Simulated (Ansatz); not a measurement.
# Co: band structure with revPBE

Co, a slab with vacuum:

```
CELL_PARAMETERS angstrom
2.47056 0.00000 0.00000
-1.23528 2.13957 0.00000
0.00000 0.00000 27.13235
ATOMIC_POSITIONS crystal
Co 0.33333 0.66667 0.27642
Co 0.00000 0.00000 0.35095
Co 0.66667 0.33333 0.42547
Co 0.00000 0.00000 0.50000
Co 0.33333 0.66667 0.57453
Co 0.00000 0.00000 0.64905
Co 0.66667 0.33333 0.72358
```

The cell isn't the ideal one: the (0 0 1) slab of Co, cut from the database cell, not relaxed.

```
Program                             : Ansatz 0.2.0
Task                                : band structure
Functional                          : revPBE
Potentials or basis                 : Ansatz PAW
Cutoff                              : 420 eV (not typed: the program's choice for these potentials)
k mesh                              : 12 × 12 × 1
Occupations                         : fermi-dirac, width 0.05 eV
Spin                                : collinear spin, ferromagnetic start
Starting moments                    : [2.0, 2.0, 2.0, 2.0, 2.0, 2.0, 2.0] μB
Boundary along the surface normal   : dipole_correction
Path                                : [["G", "M", "K", "G"]]
Points for each segment of the path : 10
Miller                              : [0, 0, 1]
Bulk formula                        : Co
```

```json
{"Largest force": "0.377 eV/Å", "Band gap on the k mesh": "none (metal or under the smearing width)", "Net moment": "11.95 μB per cell", "Absolute moment": "13.11 μB per cell", "Site moments": "Co +1.84, +1.77, +1.75, +1.73 μB", "Work function of the upper face": "4.94 eV", "Work function of the lower face": "4.94 eV", "Dipole across the slab": "0.000 e·Å"}
```

Forces on the atoms (eV/Å):
```
Co   0.000  0.000  0.050
Co   0.000  0.000 -0.377
Co   0.000  0.000  0.125
Co   0.000  0.000  0.000
Co   0.000  0.000 -0.125
Co   0.000  0.000  0.377
Co   0.000  0.000 -0.050
```

Levels at the corners of the path, in eV from the Fermi level:
Spin up:
| point | band 64 | band 65 | band 66 | band 67 | band 68 | band 69 |
| --- | --- | --- | --- | --- | --- | --- |
| Γ | -1.17 | -1.17 | -1.05 | -1.05 | -0.92 | -0.92 |
| M | 0.43 | 0.98 | 1.28 | 2.35 | 2.40 | 2.69 |
| K | 4.83 | 4.83 | 5.27 | 5.27 | 5.38 | 5.54 |
| Γ | -1.17 | -1.17 | -1.05 | -1.05 | -0.92 | -0.92 |
Spin down:
```csv
point,band 48,band 49,band 50,band 51,band 52,band 53,band 54,band 55,band 56,band 57
Γ,-0.93,-0.93,-0.86,-0.86,-0.78,-0.78,-0.76,-0.76,-0.24,-0.09
M,-0.54,-0.42,0.07,0.20,0.36,0.53,0.80,0.95,1.14,1.21
K,-1.22,-1.03,-1.03,-0.29,-0.29,0.18,0.18,0.34,0.34,0.79
Γ,-0.93,-0.93,-0.86,-0.86,-0.78,-0.78,-0.76,-0.76,-0.24,-0.09
```

It took 62 s on 4 threads of Arm Neoverse V1, with other jobs on the host, peak memory 0.77 GiB.

Caveat: the PAW data sets come from PBE, with cores solved anew for the run's functional, which leaves a small shift of forces and pressure.
